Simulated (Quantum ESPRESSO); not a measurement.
# Hf in Quantum ESPRESSO: a series of runs

The runs below take Hf through work function, with PBE.

Everything below comes from runs of Quantum ESPRESSO 7.5. Logs are shortened: lines on timing, memory, paths and dates and some standing lists are left out, and cuts for length are marked.

## 1. Starting point

The cell holds a slab with vacuum, 7 atoms: a = 3.197 Å, b = 3.197 Å, c = 30.173 Å, α = 90.00°, β = 90.00°, γ = 120.00°.

The slab is cut from a database's or a generator's crystal, which needn't be the stable form of the element.

## 2. Work function, PBE

The input, pw.in:

```
&CONTROL
  calculation = 'scf'
  prefix = 'pwscf'
  outdir = './tmp'
  pseudo_dir = './pseudo'
  tprnfor = .true.
  disk_io = 'low'
/
&SYSTEM
  ibrav = 0
  celldm(1) = 8
  nat = 7
  ntyp = 1
  ecutwfc = 58
  nbnd = 55
  occupations = 'smearing'
  smearing = 'fd'
  degauss = 0.00073499
/
&ELECTRONS
  conv_thr = 7d-09
  electron_maxstep = 150
  mixing_beta = 0.3
  mixing_mode = 'local-TF'
/
ATOMIC_SPECIES
Hf   178.4900 Hf.upf
CELL_PARAMETERS alat
  0.7551105892172   0.0000000000000   0.0000000000000
 -0.3775552946081   0.6539449529284   0.0000000000000
  0.0000000000000   0.0000000000000   7.1274327810979
ATOMIC_POSITIONS crystal
Hf     0.6666666667    0.3333333334    0.2485633041
Hf     0.3333333333    0.6666666666    0.3323755361
Hf     0.6666666667    0.3333333334    0.4161877680
Hf     0.3333333333    0.6666666666    0.5000000000
Hf     0.6666666667    0.3333333334    0.5838122320
Hf     0.3333333333    0.6666666666    0.6676244639
Hf     0.6666666667    0.3333333334    0.7514366959
K_POINTS automatic
10 10 1 0 0 0
```

The input, pp_density.in:

```
&INPUTPP
  prefix = 'pwscf'
  outdir = './tmp'
  filplot = 'density.dat'
  plot_num = 0
/
&PLOT
  nfile = 1
  filepp(1) = 'density.dat'
  iflag = 3
  output_format = 6
  fileout = 'density.cube'
/
```

The input, pp_potential.in:

```
&INPUTPP
  prefix = 'pwscf'
  outdir = './tmp'
  filplot = 'potential.dat'
  plot_num = 11
/
&PLOT
  nfile = 1
  filepp(1) = 'potential.dat'
  iflag = 3
  output_format = 6
  fileout = 'potential.cube'
/
```

The input, pp_elf.in:

```
&INPUTPP
  prefix = 'pwscf'
  outdir = './tmp'
  filplot = 'elf.dat'
  plot_num = 8
/
&PLOT
  nfile = 1
  filepp(1) = 'elf.dat'
  iflag = 3
  output_format = 6
  fileout = 'elf.cube'
/
```

Potentials or basis: PseudoDojo 0.4.1 SR PBE standard.

The run is started by

```console
$ OMP_NUM_THREADS=1 mpirun -n 2 pw.x -nk 2 -in pw.in > pw.out
$ OMP_NUM_THREADS=1 mpirun -n 1 pp.x -in pp_density.in > pp_density.out
$ OMP_NUM_THREADS=1 mpirun -n 1 pp.x -in pp_potential.in > pp_potential.out
$ OMP_NUM_THREADS=1 mpirun -n 1 pp.x -in pp_elf.in > pp_elf.out
```

pw.out:

```text
This program is part of the open-source Quantum ESPRESSO suite
     for quantum simulation of materials; please cite
[... 6 lines left out ...]
     using ibrav=0 with symmetry is DISCOURAGED, use correct ibrav instead

     K-points division:     npool     =       2
     Subspace diagonalization in iterative solution of the eigenvalue problem:
     a serial algorithm will be used

     G-vector sticks info
     --------------------
     sticks:   dense  smooth     PW     G-vecs:    dense   smooth      PW
     Sum         583     583    163               107755   107755   16931

     Using Slab Decomposition

     bravais-lattice index     =            0
     lattice parameter (alat)  =       8.0000  a.u.
     unit-cell volume          =    1802.0002 (a.u.)^3
     number of atoms/cell      =            7
     number of atomic types    =            1
     number of electrons       =        84.00
     number of Kohn-Sham states=           55
     kinetic-energy cutoff     =      58.0000  Ry
     charge density cutoff     =     232.0000  Ry
     scf convergence threshold =      7.0E-09
     mixing beta               =       0.3000
     number of iterations used =            8  local-TF  mixing
     Exchange-correlation= PBE
                           (   1   4   3   4   0   0   0)

     celldm(1)=   8.000000  celldm(2)=   0.000000  celldm(3)=   0.000000
     celldm(4)=   0.000000  celldm(5)=   0.000000  celldm(6)=   0.000000

     crystal axes: (cart. coord. in units of alat)
               a(1) = (   0.755111   0.000000   0.000000 )
               a(2) = (  -0.377555   0.653945   0.000000 )
               a(3) = (   0.000000   0.000000   7.127433 )

     reciprocal axes: (cart. coord. in units 2 pi/alat)
               b(1) = (  1.324309  0.764590 -0.000000 )
               b(2) = (  0.000000  1.529181  0.000000 )
               b(3) = (  0.000000 -0.000000  0.140303 )

     PseudoPot. # 1 for Hf read from file:
     Hf.upf
     Pseudo is Norm-conserving + core correction, Zval = 12.0
     Generated using ONCVPSP code by D. R. Hamann
     Using radial grid of 1656 points,  8 beta functions with:
                l(1) =   0
                l(2) =   0
                l(3) =   1
                l(4) =   1
                l(5) =   2
                l(6) =   2
                l(7) =   3
                l(8) =   3

     atomic species   valence    mass     pseudopotential
     Hf               12.00   178.49000     Hf( 1.00)

     12 Sym. Ops. (no inversion) found

   Cartesian axes

     site n.     atom                  positions (alat units)
         1        Hf     tau(   1) = (   0.3775553   0.2179817   1.7716182  )
         2        Hf     tau(   2) = (   0.0000000   0.4359633   2.3689843  )
         3        Hf     tau(   3) = (   0.3775553   0.2179817   2.9663503  )
         4        Hf     tau(   4) = (   0.0000000   0.4359633   3.5637164  )
         5        Hf     tau(   5) = (   0.3775553   0.2179817   4.1610824  )
         6        Hf     tau(   6) = (   0.0000000   0.4359633   4.7584485  )
         7        Hf     tau(   7) = (   0.3775553   0.2179817   5.3558145  )

     number of k points=    14  Fermi-Dirac smearing, width (Ry)=  0.0007
                       cart. coord. in units 2pi/alat
        k(    1) = (   0.0000000   0.0000000   0.0000000), wk =   0.0200000
        k(    2) = (   0.0000000   0.1529181   0.0000000), wk =   0.1200000
        k(    3) = (   0.0000000   0.3058361   0.0000000), wk =   0.1200000
        k(    4) = (   0.0000000   0.4587542   0.0000000), wk =   0.1200000
        k(    5) = (   0.0000000   0.6116723   0.0000000), wk =   0.1200000
        k(    6) = (   0.0000000  -0.7645903   0.0000000), wk =   0.0600000
        k(    7) = (   0.1324309   0.2293771   0.0000000), wk =   0.1200000
        k(    8) = (   0.1324309   0.3822952   0.0000000), wk =   0.2400000
        k(    9) = (   0.1324309   0.5352132   0.0000000), wk =   0.2400000
        k(   10) = (   0.1324309   0.6881313   0.0000000), wk =   0.2400000
        k(   11) = (   0.2648619   0.4587542   0.0000000), wk =   0.1200000
        k(   12) = (   0.2648619   0.6116723   0.0000000), wk =   0.2400000
        k(   13) = (   0.2648619   0.7645903   0.0000000), wk =   0.1200000
        k(   14) = (   0.3972928   0.6881313   0.0000000), wk =   0.1200000

     Dense  grid:   107755 G-vectors     FFT dimensions: (  30,  30, 288)

     Initial potential from superposition of free atoms

     starting charge      83.9870, renormalised to      84.0000

     negative rho (up, down):  4.145E-05 0.000E+00
     Starting wfcs are   70 randomized atomic wfcs

     Self-consistent Calculation

     iteration #  1     ecut=    58.00 Ry     beta= 0.30
     Davidson diagonalization with overlap
     ethr =  1.00E-02,  avg # of iterations =  2.6

     total energy              =    -789.69892044 Ry
     estimated scf accuracy    <       5.66952085 Ry

     iteration #  2     ecut=    58.00 Ry     beta= 0.30
     Davidson diagonalization with overlap
     ethr =  6.75E-03,  avg # of iterations =  1.0

     total energy              =    -789.57611450 Ry
     estimated scf accuracy    <       2.51444727 Ry

     iteration #  3     ecut=    58.00 Ry     beta= 0.30
     Davidson diagonalization with overlap
     ethr =  2.99E-03,  avg # of iterations =  1.2
[... 118 lines left out ...]
     total energy              =    -789.64551013 Ry
     estimated scf accuracy    <       0.00000260 Ry

     iteration # 19     ecut=    58.00 Ry     beta= 0.30
     Davidson diagonalization with overlap
     ethr =  3.09E-09,  avg # of iterations =  1.4

     total energy              =    -789.64551023 Ry
     estimated scf accuracy    <       0.00000022 Ry

     iteration # 20     ecut=    58.00 Ry     beta= 0.30
     Davidson diagonalization with overlap
     c_bands:  1 eigenvalues not converged
     ethr =  2.62E-10,  avg # of iterations =  5.4

     total energy              =    -789.64551028 Ry
     estimated scf accuracy    <       0.00000002 Ry

     iteration # 21     ecut=    58.00 Ry     beta= 0.30
     Davidson diagonalization with overlap
     ethr =  2.82E-11,  avg # of iterations =  3.9

     End of self-consistent calculation

          k = 0.0000 0.0000 0.0000 ( 13537 PWs)   bands (ev):

   -55.3883 -55.3883 -55.0403 -54.9868 -54.9776 -54.9423 -54.9406 -24.2133
   -24.2025 -24.0633 -23.8483 -23.6746 -23.6746 -23.6746 -23.6746 -23.6375
   -23.4235 -23.3987 -23.3987 -23.3446 -23.3446 -23.3238 -23.3238 -23.3195
   -23.2785 -23.2785 -23.2691 -23.2691  -0.3309   0.1267   0.7708   1.5433
     2.2830   2.8532   3.1245   6.7552   6.8158   7.0231   7.1599   7.4374
     7.4442   7.9081   7.9100   7.9100   7.9339   7.9339   8.0681   8.0681
     8.0821   8.0821   8.2373   8.2596   8.2596   8.5412   8.5412

          k = 0.0000 0.1529 0.0000 ( 13515 PWs)   bands (ev):

   -55.3849 -55.3849 -55.0361 -54.9827 -54.9742 -54.9395 -54.9380 -24.1970
   -24.1891 -24.0486 -23.8500 -23.7383 -23.7276 -23.6876 -23.6876 -23.6397
   -23.4579 -23.4442 -23.4155 -23.3931 -23.3599 -23.3509 -23.3445 -23.3365
   -23.3185 -23.3050 -23.2885 -23.2777  -0.0345   0.4148   1.0500   1.8190
     2.5674   3.1503   3.4228   6.5889   6.6238   6.8729   6.9152   7.1113
     7.3609   7.4772   7.5519   7.6630   7.8192   8.0376   8.1282   8.1332
     8.1523   8.3177   8.3288   8.4410   8.4925   8.5194   8.6490
[... 13 lines left out ...]
   -55.3649 -55.3649 -55.0110 -54.9588 -54.9544 -54.9238 -54.9234 -24.1241
   -24.1238 -24.0539 -24.0535 -23.9540 -23.9005 -23.7944 -23.7632 -23.7632
   -23.7462 -23.6766 -23.6439 -23.5566 -23.5092 -23.4683 -23.4455 -23.4098
   -23.3981 -23.3881 -23.3492 -23.3312   1.9291   2.2532   2.7169   3.3065
     3.9379   4.4816   4.6700   5.4261   5.5937   5.8397   6.0109   6.2624
     6.2994   6.7360   6.7766   7.2967   7.3944   7.6535   7.6863   7.9181
     8.1282   8.2664   8.5450   8.9362   9.4488   9.4753   9.4807

          k = 0.0000 0.6117 0.0000 ( 13418 PWs)   bands (ev):

   -55.3560 -55.3560 -54.9995 -54.9476 -54.9455 -54.9172 -54.9170 -24.1954
   -24.1951 -24.1040 -24.1017 -23.9938 -23.9709 -23.8654 -23.8516 -23.7966
   -23.7966 -23.7805 -23.7025 -23.5691 -23.5491 -23.4823 -23.4822 -23.4443
   -23.4421 -23.4284 -23.3770 -23.3563   2.9843   3.1031   3.3397   3.6805
     4.0500   4.3479   4.4387   5.0590   5.3775   5.6075   5.8150   6.0098
     6.0730   7.0287   7.0615   7.7119   7.8039   7.8362   7.9410   7.9791
     8.0742   8.1875   8.3181   8.8688   9.6238  10.0763  10.5315

          k = 0.0000-0.7646 0.0000 ( 13440 PWs)   bands (ev):

   -55.3526 -55.3526 -54.9951 -54.9433 -54.9420 -54.9147 -54.9147 -24.2439
   -24.2436 -24.1115 -24.1083 -24.0350 -24.0013 -23.9058 -23.8597 -23.8166
   -23.8092 -23.8092 -23.6945 -23.5642 -23.5589 -23.4962 -23.4913 -23.4701
   -23.4543 -23.4457 -23.3877 -23.3661   3.3548   3.3592   3.5891   3.7883
     4.0563   4.1975   4.2014   4.9427   5.3752   5.6265   5.7405   5.8311
     5.9326   7.1015   7.2074   7.8235   7.9421   8.0765   8.1301   8.2051
     8.2238   8.3461   8.4494   8.8143   9.6334  10.3088  10.6438

          k = 0.1324 0.2294 0.0000 ( 13477 PWs)   bands (ev):

   -55.3787 -55.3787 -55.0284 -54.9754 -54.9681 -54.9346 -54.9335 -24.1691
   -24.1654 -24.0211 -23.8716 -23.8343 -23.8041 -23.7173 -23.7153 -23.6666
   -23.5326 -23.5239 -23.4691 -23.4575 -23.4195 -23.4131 -23.3733 -23.3598
   -23.3548 -23.3271 -23.3145 -23.3024   0.5279   0.9573   1.5689   2.3228
     3.0828   3.6930   3.9654   6.1847   6.2133   6.5680   6.5841   6.7746
     6.8484   7.0517   7.1638   7.3924   7.5698   7.9250   7.9689   8.2243
     8.2338   8.4991   8.5240   8.7028   8.7037   8.8317   8.9612
[... 53 lines left out ...]
   -55.3498 -55.3498 -54.9916 -54.9398 -54.9393 -54.9127 -54.9127 -24.1783
   -24.1783 -24.0821 -24.0821 -23.9717 -23.9603 -23.9407 -23.9275 -23.8591
   -23.8118 -23.7742 -23.6985 -23.6871 -23.6130 -23.5952 -23.5607 -23.5224
   -23.4753 -23.4677 -23.4242 -23.4239   4.1288   4.1333   4.3693   4.5336
     4.8406   4.9025   4.9811   5.2086   5.5182   5.6400   5.7195   6.0388
     6.2808   6.4758   6.7565   6.9813   7.1566   7.2500   7.3060   7.4046
     7.7168   7.7237   8.7836   8.9352   9.3151  10.0040  10.5439

          k = 0.3973 0.6881 0.0000 ( 13407 PWs)   bands (ev):

   -55.3488 -55.3488 -54.9902 -54.9384 -54.9382 -54.9120 -54.9120 -24.1250
   -24.1247 -24.0700 -24.0687 -24.0201 -24.0195 -23.9202 -23.9099 -23.8474
   -23.7875 -23.7665 -23.7279 -23.7069 -23.6706 -23.6252 -23.5837 -23.5713
   -23.4986 -23.4724 -23.4316 -23.4232   4.7101   4.7547   4.8003   4.8083
     4.9557   4.9573   5.4071   5.4367   5.4906   5.6299   5.6539   5.9121
     5.9363   6.6364   6.6703   6.8575   6.9464   7.0526   7.0780   7.1613
     7.4085   7.4732   8.8269   8.9121   9.2341   9.9238  10.5141

     the Fermi energy is     6.8745 ev

!    total energy              =    -789.64551044 Ry
     estimated scf accuracy    <          6.6E-09 Ry
     smearing contrib. (-TS)   =      -0.00013083 Ry
     internal energy E=F+TS    =    -789.64537961 Ry

     The total energy is F=E-TS. E is the sum of the following terms:
     one-electron contribution =   -4782.51354396 Ry
     hartree contribution      =    2394.92119806 Ry
     xc contribution           =    -199.28182461 Ry
     ewald contribution        =    1797.22879090 Ry

     convergence has been achieved in  21 iterations

     Forces acting on atoms (cartesian axes, Ry/au):

     atom    1 type  1   force =    -0.00000000   -0.00000000    0.02448365
     atom    2 type  1   force =     0.00000000    0.00000000   -0.03001430
     atom    3 type  1   force =     0.00000000   -0.00000000    0.00540827
     atom    4 type  1   force =     0.00000000   -0.00000000    0.00000000
     atom    5 type  1   force =     0.00000000   -0.00000000   -0.00540827
     atom    6 type  1   force =     0.00000000    0.00000000    0.03001430
     atom    7 type  1   force =     0.00000000   -0.00000000   -0.02448365

     Total force =     0.055309     Total SCF correction =     0.000246

=------------------------------------------------------------------------------=
   JOB DONE.
=------------------------------------------------------------------------------=
```

Run time: 3.8 min. Hardware: 2 MPI ranks of Arm Neoverse V1, shared host; peak memory 0.6 GiB.

Results:

- Free energy: -10743.6745 eV
- Largest force: 0.772 eV/Å
- Band gap on the k mesh: none (metal or under the smearing width)
- Work function of the upper face: 4.36 eV
- Work function of the lower face: 4.36 eV

Forces in eV/Å, atoms in the order of the input:
```
Hf   0.000  0.000  0.629
Hf   0.000  0.000 -0.772
Hf   0.000  0.000  0.139
Hf   0.000  0.000  0.000
Hf   0.000  0.000 -0.139
Hf   0.000  0.000  0.772
Hf   0.000  0.000 -0.629
```

(Part 1 of 3 ends here.)
